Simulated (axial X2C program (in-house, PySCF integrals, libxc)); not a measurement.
**ZnLi⁻: from the state search to constants**

Aim: find the lowest determinant of ZnLi⁻, scan the bond at several levels and fit the constants, once spin-free and once with spin–orbit coupling.

Method: all-electron X2C, Zn dyall-acv3z, Li dyall-av3z; program: an in-house X2C program for linear molecules on PySCF integrals.

All values are calculated.

## (1) Set-up

The input, task.json:

```json
{"zs": [30, 3], "q": -1, "bas": ["dyall-acv3z", "dyall-av3z"], "levels": ["PBE0", "HF", "TPSSh"], "cc": true, "r0": 2.51, "thr": -2.0, "nmax": 90, "npts": 10, "nst": 2, "ntry": 6}
```

Keys: zs atomic numbers; q charge; bas basis sets; levels methods (HF also brings MP2); cc coupled cluster on or off; r0 starting distance in Å; thr threshold in hartree for freezing inner shells (an s shell follows its p shell); nmax most natural virtual spinors; npts points asked for on the curve; nst determinants followed; ntry starts of the search.

Started as:

```sh
$ python so2c.py task.json out
```

Spin-free means the one-electron spin-free X2C Hamiltonian; two-component (2c) means X2C with spin–orbit coupling and atomic mean-field two-electron Coulomb and Gaunt terms. Basis: Zn dyall-acv3z contracted to [10s11p7d4f2g], Li dyall-av3z contracted to [9s9p3d]; Gaussian nuclei, density fitting. Masses: Zn 63.929 u, Li 7.016 u.

Notation: σ, π±, δ± give the projection m of an orbital's angular momentum (0, ±1, ±2), α and β its spin, Λ and M_S the sums; ω is the projection of a spinor's total angular momentum and Ω the sum. Logs are in hartree.

The results follow Hamiltonian by Hamiltonian and level by level.

## (2) Search for the lowest determinant

PBE0 moves the distance from 2.510 Å to 3.387 Å and compares determinants there.

Spin-free determinants:

| ΔE (eV) | state | open shells |
| --- | --- | --- |
| 0.00 | M_S = 0, Λ = 0 | closed shell |
| 0.38 | M_S = 1, Λ = 0 | beyond closed shells: 2 × σα |
| 0.42 | M_S = 1, Λ = 1 | beyond closed shells: σα, π+α |
| 0.55 | M_S = 0, Λ = 1 | beyond closed shells: σα, π+β |
| 1.68 | M_S = 1, Λ = 0 | beyond closed shells: π+α, π-α |
| 3.83 | M_S = 1, Λ = 2 | beyond closed shells: σα, δ+α |
| 3.94 | M_S = 0, Λ = 2 | beyond closed shells: σα, δ+β |

Two-component determinants:

| ΔE (eV) | state | open shells |
| --- | --- | --- |
| 0.00 | Ω = 0 | closed shell |
| 0.38 | Ω = 1 | excess of +ω over −ω: 2 × ω = 1/2 |
| 0.43 | Ω = 2 | excess of +ω over −ω: ω = 1/2, ω = 3/2 |
| 0.55 | Ω = 1 | excess of +ω over −ω: ω = -1/2, ω = 3/2 |
| 3.83 | Ω = 3 | excess of +ω over −ω: ω = 1/2, ω = 5/2 |
| 3.94 | Ω = 2 | excess of +ω over −ω: ω = -1/2, ω = 5/2 |

## (3) PBE0, spin-free

State followed: M_S = 0, Λ = 0 (closed shell). The scan is laid around 3.387 Å, a first estimate of the minimum, and this SCF restarts from the orbitals of the search.

The SCF at the reference distance of 3.387 Å:

```text
spin-free X2C-1e  PBE0
basis functions 175  fitting functions 842  grid points 5089
iter        total energy     max residual
   1      -1803.210727732     2.42e-05
   2      -1803.210727739     3.68e-05
   3      -1803.210727781     8.48e-06
   4      -1803.210727786     1.70e-06
   5      -1803.210727788     6.76e-07
converged
one-electron -2546.53523214  Coulomb 802.99372000  exact exchange -18.05867512  xc functional -55.67193675  nuclear repulsion 14.06139622
```

Along the bond, energies from the lowest point:

| R (Å) | E (eV) | μ (D) | HOMO (eV) | LUMO (eV) | iterations |
| --- | --- | --- | --- | --- | --- |
| 2.947 | 0.0332 | -10.80 | 0.50 | 1.37 | 12 |
| 3.082 | 0.0132 | -11.21 | 0.49 | 1.37 | 12 |
| 3.184 | 0.0051 | -11.55 | 0.47 | 1.38 | 12 |
| 3.285 | 0.0009 | -11.90 | 0.46 | 1.38 | 12 |
| 3.387 | 0.0000 | -12.26 | 0.45 | 1.39 | 5 |
| 3.506 | 0.0018 | -12.70 | 0.44 | 1.39 | 11 |
| 3.624 | 0.0057 | -13.16 | 0.43 | 1.39 | 11 |
| 3.776 | 0.0132 | -13.76 | 0.42 | 1.40 | 11 |
| 3.963 | 0.0241 | -14.53 | 0.41 | 1.40 | 11 |
| 4.234 | 0.0421 | -15.68 | 0.40 | 1.40 | 11 |

Dipoles are positive if Li is the positive end and refer to the centre of mass.

Outer orbitals at the reference distance:

```json
{"symmetry": "δ+α", "occupied": "yes", "ε (eV)": "-9.23", "atomic character": "100% Zn d"}
{"symmetry": "δ-α", "occupied": "yes", "ε (eV)": "-9.23", "atomic character": "100% Zn d"}
{"symmetry": "π+α", "occupied": "yes", "ε (eV)": "-9.19", "atomic character": "100% Zn d"}
{"symmetry": "π-α", "occupied": "yes", "ε (eV)": "-9.19", "atomic character": "100% Zn d"}
{"symmetry": "σα", "occupied": "yes", "ε (eV)": "-9.17", "atomic character": "100% Zn d"}
{"symmetry": "σα", "occupied": "yes", "ε (eV)": "-3.25", "atomic character": "80% Zn s, 9% Li p, 6% Li s"}
{"symmetry": "σα", "occupied": "yes", "ε (eV)": "0.45", "atomic character": "54% Li s, 35% Zn p, 6% Li p"}
{"symmetry": "π-α", "occupied": "no", "ε (eV)": "1.39", "atomic character": "99% Li p"}
{"symmetry": "π+α", "occupied": "no", "ε (eV)": "1.39", "atomic character": "99% Li p"}
{"symmetry": "σα", "occupied": "no", "ε (eV)": "1.41", "atomic character": "93% Li p, 5% Li s"}
{"symmetry": "σα", "occupied": "no", "ε (eV)": "1.47", "atomic character": "61% Li s, 34% Zn p, 4% Li p"}
```

PBE0 fields in the half plane through the axis: z from -2.4 to 5.7 Å across, distance from the axis 0.15 to 2.25 Å upwards; Zn lies at z = 0 and Li at z = 3.387 Å; the ELF is damped to zero where the density is low.

log10 density (e/bohr³). Ten even steps from '0' (-3.73 ) to '9' (1.37 ):
```
0000111111111111111111111110
0011112222111111112221111111
0111222222222222222222221111
1112233333322222222222222111
1122334444333222222222222211
1223344555443322223332222211
1223345777543333234553222211
1223456898644333335774322221
```

ELF. Ten even steps from ' ' (0.01 ) to '@' (1.00 ):
```
    ....::::::::....        ..==**%%@@@@@@@@@@@@%%##**==
  ..--==++++++====--....  ..::++##@@@@@@@@@@@@@@@@%%##**
..--++******++++====--::::::--**%%@@@@@@@@@@@@@@@@@@%%##
--++######**==--------------==**%%@@%%%%%%@@@@@@@@@@@@%%
++######**==--::..::::----==++##%%++..    ::##@@@@@@@@@@
**##%%##++--....::....::--==++##++            %%@@@@@@@@
##%%%%**==::::++##++::..--==**##..  --@@@@    --@@@@@@@@
##%%%%**--..--##--##--..::==**##    @@@@@@##  ..@@@@@@@@
```

Re = 3.374 Å, ωe = 99.8 cm⁻¹, ωexe = 1.76 cm⁻¹, Be = 0.2342 cm⁻¹, De = 0.210 eV, μ = -12.21 D.

## (4) HF, spin-free

Output at 3.387 Å:

```text
spin-free X2C-1e  HF
basis functions 175  fitting functions 842  grid points 5089
iter        total energy     max residual
   1      -1801.714816393     1.53e-01
   2      -1801.738633680     1.60e-02
   3      -1801.739102658     1.89e-02
   4      -1801.740791330     1.07e-03
   5      -1801.740831152     5.09e-04
   6      -1801.740837853     5.29e-05
   7      -1801.740838848     2.87e-05
   8      -1801.740839209     1.49e-05
   9      -1801.740839352     6.56e-06
  10      -1801.740839396     1.69e-06
  11      -1801.740839398     4.41e-07
  12      -1801.740839398     1.02e-07
converged
one-electron -2546.93066426  Coulomb 803.50025233  exact exchange -72.37182369  xc functional 0.00000000  nuclear repulsion 14.06139622
```

No constants are quoted: the lowest point is the long end of the scan.

## (5) TPSSh, spin-free

The SCF at the reference distance of 3.387 Å:

```text
spin-free X2C-1e  TPSSh
basis functions 175  fitting functions 842  grid points 5089
iter        total energy     max residual
   1      -1803.466320606     2.90e-02
   2      -1803.466368742     1.67e-02
   3      -1803.465486075     2.15e-02
   4      -1803.467596168     9.70e-04
   5      -1803.467591522     5.48e-04
   6      -1803.467609971     8.23e-05
   7      -1803.467610046     1.95e-06
   8      -1803.467610047     8.58e-07
converged
one-electron -2546.06387498  Coulomb 802.49844196  exact exchange -7.22024174  xc functional -66.74333151  nuclear repulsion 14.06139622
```

Re = 3.320 Å, ωe = 101.5 cm⁻¹, ωexe = 2.24 cm⁻¹, Be = 0.242 cm⁻¹, De = 0.202 eV, μ = -12.18 D.

## (6) MP2 and beyond, spin-free

Correlated methods: 14 electrons correlated (frozen shells, counted by type: Zn 3 s, 2 p; Li 1 s), 270 virtual spinors in MP2, 90 natural virtuals in coupled cluster.

Output of the correlated part at 3.387 Å:

```text
correlated 14  virtual 270  natural virtual 90  E(MP2) -0.568214873  MP2 remainder -0.055227744
iter   CCSD correlation   residual
   1     -0.454127065   2.26e-01
   2     -0.478782290   1.12e-01
   3     -0.480621076   6.10e-02
   4     -0.479797544   2.17e-02
   5     -0.480264314   9.47e-03
   6     -0.480327921   3.65e-03
   7     -0.480233144   1.65e-03
   8     -0.480234186   7.49e-04
   9     -0.480252347   3.94e-04
  10     -0.480245766   1.69e-04
  11     -0.480246623   6.49e-05
  12     -0.480245480   3.54e-05
  13     -0.480244956   1.99e-05
  14     -0.480244711   1.01e-05
  15     -0.480244698   5.19e-06
(T) -0.016745226  T1 0.0421  D1 0.0903  max T2 0.175
```

T1 in the output is the amplitude norm over the root of the electron number; divide by √2 for the Lee–Taylor value.

MP2: Re = 3.545 Å, ωe = 72.7 cm⁻¹, Be = 0.2122 cm⁻¹, De = 0.116 eV.

CCSD: No constants are quoted: the lowest point is the long end of the scan.

CCSD(T): Re = 3.461 Å, ωe = 81.3 cm⁻¹, ωexe = 2.85 cm⁻¹, Be = 0.2226 cm⁻¹, De = 0.131 eV. T1 at Re = 0.029 (Lee–Taylor, the printed value over √2).

## (7) A higher determinant, spin-free

State: M_S = 1, Λ = 0 (beyond closed shells: 2 × σα).

Output at the reference distance:

```text
spin-free X2C-1e  PBE0
basis functions 175  fitting functions 842  grid points 5089
iter        total energy     max residual
   1      -1803.196830369     4.56e-06
   2      -1803.196830401     3.21e-06
   3      -1803.196830419     2.56e-06
   4      -1803.196830439     8.44e-07
   5      -1803.196830440     6.03e-07
converged
one-electron -2545.75792767  Coulomb 802.21685078  exact exchange -18.05893071  xc functional -55.65821905  nuclear repulsion 14.06139622
```

| R (Å) | E above the lowest PBE0 point (eV) |
| --- | --- |
| 2.947 | 0.333 |
| 3.082 | 0.340 |
| 3.184 | 0.351 |
| 3.285 | 0.364 |
| 3.387 | 0.378 |
| 3.506 | 0.396 |
| 3.624 | 0.414 |
| 3.776 | 0.436 |
| 3.963 | 0.462 |

No constants are quoted: the lowest point is the short end of the scan.

## (8) The spin-free curves together

Energy (eV) of the followed determinant, spin-free, from each level's lowest point:

| R (Å) | PBE0 | HF | MP2 | CCSD | CCSD(T) | TPSSh |
| --- | --- | --- | --- | --- | --- | --- |
| 2.947 | 0.033 | 0.196 | 0.044 | n/a | n/a | 0.026 |
| 3.082 | 0.013 | 0.148 | 0.022 | 0.041 | 0.017 | 0.009 |
| 3.184 | 0.005 | 0.119 | 0.012 | 0.026 | 0.008 | 0.003 |
| 3.285 | 0.001 | 0.096 | 0.005 | 0.016 | 0.003 | 0.000 |
| 3.387 | 0.000 | 0.077 | 0.002 | 0.010 | 0.000 | 0.000 |
| 3.506 | 0.002 | 0.059 | 0.000 | 0.004 | 0.000 | 0.003 |
| 3.624 | 0.006 | 0.044 | 0.000 | 0.001 | 0.002 | 0.008 |
| 3.776 | 0.013 | 0.029 | 0.003 | 0.000 | 0.005 | 0.016 |
| 3.963 | 0.024 | 0.015 | 0.007 | n/a | n/a | 0.027 |
| 4.234 | 0.042 | 0.000 | 0.016 | n/a | n/a | 0.044 |

## (9) PBE0, 2c

State followed: Ω = 0 (closed shell). The scan is laid around 3.387 Å, a first estimate of the minimum, and this SCF restarts from the orbitals of the search.

Output at 3.387 Å:

```text
two-component X2C + atomic mean field  PBE0
basis functions 175  fitting functions 842  grid points 5089
iter        total energy     max residual
   1      -1802.669660000     5.83e-06
   2      -1802.669660005     5.90e-06
   3      -1802.669660007     2.30e-06
converged
one-electron -2545.15630252  Coulomb 802.70475642  exact exchange -18.05266140  xc functional -55.65310955  nuclear repulsion 14.06139622  atomic mean-field constant -0.57373917
```

Along the bond, energies from the lowest point:

```csv
R (Å),E (eV),μ (D),HOMO (eV),LUMO (eV),iterations
2.947,0.0333,-10.79,0.50,1.37,12
3.082,0.0133,-11.21,0.49,1.37,12
3.184,0.0051,-11.55,0.47,1.38,12
3.285,0.0009,-11.90,0.46,1.38,12
3.387,0.0000,-12.26,0.45,1.39,3
3.506,0.0018,-12.70,0.44,1.39,11
3.624,0.0057,-13.16,0.43,1.39,11
3.776,0.0131,-13.76,0.42,1.40,11
3.963,0.0240,-14.53,0.41,1.40,11
4.234,0.0420,-15.68,0.40,1.40,11
```

Dipoles are positive if Li is the positive end and refer to the centre of mass.

Outer spinors at the reference distance:

```json
{"ω": "3/2", "occupied": "yes", "ε (eV)": "-9.43", "atomic character": "100% Zn d", "λ mixture": "84% δ, 16% π"}
{"ω": "1/2", "occupied": "yes", "ε (eV)": "-9.39", "atomic character": "100% Zn d", "λ mixture": "62% π, 38% σ"}
{"ω": "5/2", "occupied": "yes", "ε (eV)": "-9.11", "atomic character": "100% Zn d", "λ mixture": "100% δ"}
{"ω": "3/2", "occupied": "yes", "ε (eV)": "-9.07", "atomic character": "100% Zn d", "λ mixture": "84% π, 16% δ"}
{"ω": "1/2", "occupied": "yes", "ε (eV)": "-9.05", "atomic character": "100% Zn d", "λ mixture": "62% σ, 38% π"}
{"ω": "1/2", "occupied": "yes", "ε (eV)": "-3.25", "atomic character": "80% Zn s, 9% Li p, 6% Li s", "λ mixture": "100% σ"}
{"ω": "1/2", "occupied": "yes", "ε (eV)": "0.45", "atomic character": "54% Li s, 35% Zn p, 6% Li p", "λ mixture": "100% σ"}
{"ω": "1/2", "occupied": "no", "ε (eV)": "1.39", "atomic character": "99% Li p", "λ mixture": "100% π"}
{"ω": "3/2", "occupied": "no", "ε (eV)": "1.39", "atomic character": "99% Li p", "λ mixture": "100% π"}
{"ω": "1/2", "occupied": "no", "ε (eV)": "1.41", "atomic character": "93% Li p, 5% Li s", "λ mixture": "100% σ"}
{"ω": "1/2", "occupied": "no", "ε (eV)": "1.47", "atomic character": "61% Li s, 34% Zn p, 4% Li p", "λ mixture": "100% σ"}
```

PBE0 fields in the half plane through the axis: z from -2.4 to 5.7 Å across, distance from the axis 0.15 to 2.25 Å upwards; Zn lies at z = 0 and Li at z = 3.387 Å; the ELF is damped to zero where the density is low.

log10 density (e/bohr³). Ten even steps from '0' (-3.73 ) to '9' (1.37 ):
```
0000111111111111111111111110
0011112222111111112221111111
0111222222222222222222221111
1112233333322222222222222111
1122334444333222222222222211
1223344555443322223332222211
1223345777543333234553222211
1223456898644333335774322221
```

ELF. Ten even steps from '0' (0.01 ) to '9' (1.00 ):
```
0011222211000014689999998764
0134555443110125799999999876
1356665544322236899999999987
3577764333333346898889999998
5777643212233457851002799999
6787531121123457500000089999
7886422575213467103990039999
7886313737312467009997019999
```

Re = 3.375 Å, ωe = 99.7 cm⁻¹, ωexe = 1.76 cm⁻¹, Be = 0.2341 cm⁻¹, De = 0.210 eV, μ = -12.21 D.

## (10) HF, 2c

The SCF at the reference distance of 3.387 Å:

```text
two-component X2C + atomic mean field  HF
basis functions 175  fitting functions 842  grid points 5089
iter        total energy     max residual
   1      -1801.174534645     1.54e-01
   2      -1801.198337585     1.60e-02
   3      -1801.198808204     1.88e-02
   4      -1801.200490798     1.09e-03
   5      -1801.200530602     5.12e-04
   6      -1801.200537310     5.29e-05
   7      -1801.200538316     2.88e-05
   8      -1801.200538684     1.49e-05
   9      -1801.200538832     6.49e-06
  10      -1801.200538878     2.37e-06
  11      -1801.200538881     1.44e-06
  12      -1801.200538882     9.65e-07
converged
one-electron -2545.55039360  Coulomb 803.20988734  exact exchange -72.34768967  xc functional 0.00000000  nuclear repulsion 14.06139622  atomic mean-field constant -0.57373917
```

No constants are quoted: the lowest point is the long end of the scan.

## (11) TPSSh, 2c

Output at 3.387 Å:

```text
two-component X2C + atomic mean field  TPSSh
basis functions 175  fitting functions 842  grid points 5089
iter        total energy     max residual
   1      -1802.925139398     2.90e-02
   2      -1802.925189300     1.67e-02
   3      -1802.924298236     2.16e-02
   4      -1802.926414739     9.71e-04
   5      -1802.926410080     5.48e-04
   6      -1802.926428520     8.25e-05
   7      -1802.926428595     1.95e-06
   8      -1802.926428596     8.57e-07
converged
one-electron -2544.68532897  Coulomb 802.20990175  exact exchange -7.21784128  xc functional -66.72081714  nuclear repulsion 14.06139622  atomic mean-field constant -0.57373917
```

Re = 3.320 Å, ωe = 101.4 cm⁻¹, ωexe = 2.24 cm⁻¹, Be = 0.2419 cm⁻¹, De = 0.202 eV, μ = -12.18 D.

## (12) MP2 and beyond, 2c

Correlated methods: 14 electrons correlated (frozen shells, counted by type: Zn 3 s, 2 p; Li 1 s), 270 virtual spinors in MP2, 90 natural virtuals in coupled cluster.

Output of the correlated part at 3.387 Å:

```text
correlated 14  virtual 270  natural virtual 90  E(MP2) -0.567970681  MP2 remainder -0.055229296
iter   CCSD correlation   residual
   1     -0.453978865   2.26e-01
   2     -0.478601947   1.12e-01
   3     -0.480432484   6.09e-02
   4     -0.479610772   2.16e-02
   5     -0.480077630   9.46e-03
   6     -0.480140916   3.64e-03
   7     -0.480046261   1.65e-03
   8     -0.480047445   7.48e-04
   9     -0.480065506   3.94e-04
  10     -0.480058961   1.69e-04
  11     -0.480059803   6.51e-05
  12     -0.480058663   3.57e-05
  13     -0.480058136   2.02e-05
  14     -0.480057889   1.04e-05
  15     -0.480057878   5.40e-06
(T) -0.016721442  T1 0.0421  D1 0.0903  max T2 0.174
```

MP2: Re = 3.548 Å, ωe = 72.5 cm⁻¹, Be = 0.2118 cm⁻¹, De = 0.116 eV.

CCSD: No constants are quoted: the lowest point is the long end of the scan.

CCSD(T): Re = 3.463 Å, ωe = 81.1 cm⁻¹, ωexe = 2.84 cm⁻¹, Be = 0.2223 cm⁻¹, De = 0.131 eV. T1 at Re = 0.029 (Lee–Taylor, the printed value over √2).

## (13) A higher determinant, 2c

State: Ω = 1 (excess of +ω over −ω: 2 × ω = 1/2).

Output at the reference distance:

```text
two-component X2C + atomic mean field  PBE0
basis functions 175  fitting functions 842  grid points 5089
iter        total energy     max residual
   1      -1802.655763565     9.72e-06
   2      -1802.655763599     9.54e-06
   3      -1802.655763608     4.58e-06
   4      -1802.655763614     3.14e-06
   5      -1802.655763620     3.65e-07
   6      -1802.655763620     2.49e-07
converged
one-electron -2544.37911271  Coulomb 801.92798952  exact exchange -18.05291401  xc functional -55.63938347  nuclear repulsion 14.06139622  atomic mean-field constant -0.57373917
```

```csv
R (Å),E above the lowest PBE0 point (eV)
2.947,0.333
3.082,0.340
3.184,0.351
3.285,0.364
3.387,0.378
3.506,0.396
3.624,0.414
3.776,0.436
3.963,0.462
```

No constants are quoted: the lowest point is the short end of the scan.

## (14) The 2c curves together

Energy (eV) of the followed determinant, 2c, from each level's lowest point:

```
R (Å)   PBE0     HF    MP2   CCSD  CCSD(T)  TPSSh
2.947  0.033  0.196  0.045    n/a      n/a  0.026
3.082  0.013  0.148  0.022  0.041    0.017  0.009
3.184  0.005  0.120  0.012  0.027    0.008  0.003
3.285  0.001  0.096  0.005  0.017    0.003  0.000
3.387  0.000  0.077  0.002  0.010    0.000  0.000
3.506  0.002  0.059  0.000  0.004    0.000  0.003
3.624  0.006  0.044  0.000  0.002    0.002  0.008
3.776  0.013  0.029  0.002  0.000    0.005  0.016
3.963  0.024  0.015  0.007    n/a      n/a  0.027
4.234  0.042  0.000  0.016    n/a      n/a  0.043
```

Time for the job: 4.8 min (1 thread of Arm Neoverse N1, shared host).

## (15) Results

Lowest determinant that the search found at its distance, spin-free: M_S = 0, Λ = 0 (closed shell).

Lowest determinant that the search found at its distance, 2c: Ω = 0 (closed shell).

```
Hamiltonian    level  Re (Å)  ωe (cm⁻¹)  De (eV)
  spin-free     PBE0   3.374       99.8    0.210
  spin-free      MP2   3.545       72.7    0.116
  spin-free  CCSD(T)   3.461       81.3    0.131
  spin-free    TPSSh   3.320      101.5    0.202
         2c     PBE0   3.375       99.7    0.210
         2c      MP2   3.548       72.5    0.116
         2c  CCSD(T)   3.463       81.1    0.131
         2c    TPSSh   3.320      101.4    0.202
```

No constants: spin-free HF (the lowest point is the long end of the scan); spin-free CCSD (the lowest point is the long end of the scan); 2c HF (the lowest point is the long end of the scan); 2c CCSD (the lowest point is the long end of the scan).

Time per point (s) on 1 thread of Arm Neoverse N1, shared host (2c runs); the times are rough: PBE0 0.51, MP2 0.9, CCSD(T) 11, TPSSh 0.92.

What this shows: At CCSD(T), going from spin-free to two-component changes Re by +2 mÅ, ωe by -0.3 %, which is small (part of it comes from the scalar share of the two-electron terms). De moves by 0.00 eV; both De rest on single-determinant atoms, which can miss part of an open shell's spin–orbit lowering. The highest occupied level is positive at the mean-field levels quoted, but negative in the Hartree–Fock runs, so self-interaction plays a part.

De refers to Zn + Li-, each in the lowest determinant found, which need not be this curve's own limit. The state is a single determinant with fixed occupations, the lowest that a limited PBE0 search found. Closed shells are restricted here (equal orbitals for both partners), which fails at long range if the bond breaks into open shells. De is counted from the lowest determinant-based energies of the atoms at the same level, without counterpoise correction. Coupled cluster ran in a truncated set of natural virtual spinors; the MP2 energy of the rest was added. The meta-GGAs lack a current-density term, which matters for open shells with orbital currents, atoms included. T1 at Re is 0.029 (Lee–Taylor), above the customary mark of 0.02.
